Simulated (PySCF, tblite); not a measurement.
# FH9O2Si4: geometry, infrared bands and NMR shifts

What infrared bands and NMR shifts should FH9O2Si4 (`O[SiH2][Si@](F)([SiH3])O[SiH3]`) show?

Computed with tblite 0.8.0 and PySCF 2.14.0, with density-fitted response routines of our own, on a single molecule in the gas phase. Atoms count from 0, in the outputs and in this text.

**1. The molecule as given**

16 atoms, charge 0, multiplicity 1; geometry from: force field or distance geometry start.

Bonds of the start (Å): O0–Si1 1.72, Si1–Si2 2.20, Si2–F3 1.70, Si2–Si4 2.22, Si2–O5 1.73, O5–Si6 1.70, O0–H7 0.99, Si1–H8 1.47, Si1–H9 1.48, Si4–H10 1.50, Si4–H11 1.46, Si4–H12 1.47, Si6–H13 1.47, Si6–H14 1.45, Si6–H15 1.47.

**2. Relaxing the molecule with GFN2-xTB**

The job: settings as JSON, then the geometry in Å.

```
{"job": {"kind": "relax", "xc": "GFN2-xTB", "basis": "xTB"}, "charge": 0, "multiplicity": 1}
O      2.273900     0.069200     1.802700
Si     1.801100    -0.623500     0.302700
Si     0.232900     0.486900    -0.764000
F      0.954700     1.353800    -2.035300
Si    -0.872100     1.963000     0.466300
O     -0.888400    -0.663000    -1.399200
Si    -1.658100    -1.442600    -0.096200
H      3.039700    -0.463000     2.121900
H      1.316000    -1.992600     0.551600
H      3.034300    -0.727400    -0.509200
H     -1.570100     2.866100    -0.505800
H     -1.931900     1.297600     1.214400
H     -0.024400     2.818700     1.307400
H     -2.602800    -0.490400     0.507600
H     -0.695700    -1.851200     0.909900
H     -2.416600    -2.592800    -0.618900
```

Started as:

```console
$ OMP_NUM_THREADS=1 python probes_run.py task.json out
```

The driver reads the jobs from task.json and runs them one after another.

**Question.** This job is followed by: GFN2-xTB harmonic vibrations, gas phase; GIAO PBE0/pcSseg-1 NMR shielding, non-relativistic, gas phase. What will the session give for the following? strongest single infrared mode (GFN2-xTB); zero-point energy (GFN2-xTB); 1H shifts against TMS (PBE0/pcSseg-1, means over atoms taken as alike); 17O shifts against H2O (PBE0/pcSseg-1); 29Si shifts against TMS (PBE0/pcSseg-1); 19F shifts against CFCl3 (PBE0/pcSseg-1).

**Answer**, as computed:

```
                                                              quantity                             value
                             strongest single infrared mode (GFN2-xTB)              785 cm⁻¹, 770 km/mol
                                          zero-point energy (GFN2-xTB)                     53.3 kcal/mol
1H shifts against TMS (PBE0/pcSseg-1, means over atoms taken as alike)  5.53, 5.45, 5.14, 3.50, 0.31 ppm
                                17O shifts against H2O (PBE0/pcSseg-1)                   67.7, -10.5 ppm
                               29Si shifts against TMS (PBE0/pcSseg-1)    27.7, -29.4, -44.2, -117.4 ppm
                              19F shifts against CFCl3 (PBE0/pcSseg-1)                        -145.2 ppm
```

**Reading.** Relaxing lowered the energy by 1.547 eV in 156 steps; the close pair that moved most is Si2–Si4, from 2.217 to 2.316 Å. The lowest mode is imaginary (24i cm⁻¹), so the xTB geometry is not a minimum. The strongest single mode, at 785 cm⁻¹, is spread over several atoms, H15, H14, H12, H11 among them. Unscaled tight-binding wavenumbers are off by several per cent, some by more. Its intensities can rank the bands wrongly.
